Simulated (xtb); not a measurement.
# C2H6F2GeO (SMILES FC(F)C[O][GeH3]) at GFN2-xTB (hydrogen mass 1 u, md dump 20 fs, md temperature 500 K, md time 0.2 ps)

Wanted: molecular dynamics of C2H6F2GeO. 

The results are computed with xtb 6.7.1 later snapshot.

3 further runs of the same task are left out: 1 that didn't finish, 2 set aside as unsound or not needed.

**1. The system as given**

C2H6F2GeO: 12 atoms, total charge 0, spin state singlet. As SMILES, `FC(F)C[O][GeH3]`. Geometry: optimised at GFN2-xTB. This is one conformer, not always the lowest. The run starts from this shape.

Bond lengths: F1–C2 1.366 Å, C2–F3 1.347 Å, C2–C4 1.521 Å, C4–O5 1.390 Å, O5–Ge6 1.778 Å, C2–H7 1.099 Å, C4–H8 1.097 Å, C4–H9 1.095 Å, Ge6–H10 1.490 Å, Ge6–H11 1.500 Å, Ge6–H12 1.497 Å. Some angles: F1–C2–F3 106.6°, F1–C2–C4 108.7°, F3–C2–C4 111.5°, C2–C4–O5 111.2°, C4–O5–Ge6 124.6°, F1–C2–H7 107.5°, F3–C2–H7 109.0°, C4–C2–H7 113.2°, C2–C4–H8 107.7°, C2–C4–H9 108.8°.

**2. A short trajectory at GFN2-xTB (hydrogen mass 1 u, md dump 20 fs, md temperature 500 K, md time 0.2 ps)**

Input file .CHRG:

```
0
```

Input file .UHF:

```
0
```

Input file xcontrol:

```
$md
   temp=500
   time=0.2
   step=0.5
   dump=20
   hmass=1
   shake=0
   nvt=false
$end
```

Input file input.xyz:

```xyz
12

F     -0.447319    -1.558655     0.207851
C      0.391570    -0.894214     1.056416
F      0.201218    -1.424840     2.280029
C      0.039640     0.585000     1.029152
O      0.284789     1.136592    -0.223029
Ge    -0.297213     0.455529    -1.758869
H      1.420910    -1.100167     0.732773
H     -1.015585     0.681633     1.314350
H      0.658685     1.109016     1.765560
H     -0.003729     1.628646    -2.628617
H      0.520179    -0.745908    -2.131386
H     -1.753137     0.127357    -1.644230
```

The run is started by

```
$ xtb input.xyz --gfn 2 --md --input xcontrol | tee xtb.out
```

**Question.** What will come out? Wanted: potential energy of the last frame.

**Answer.** As computed:

At GFN2-xTB (hydrogen mass 1 u, md dump 20 fs, md temperature 500 K, md time 0.2 ps):

```
                          quantity         value
potential energy of the last frame  -22.76009 Eh
```
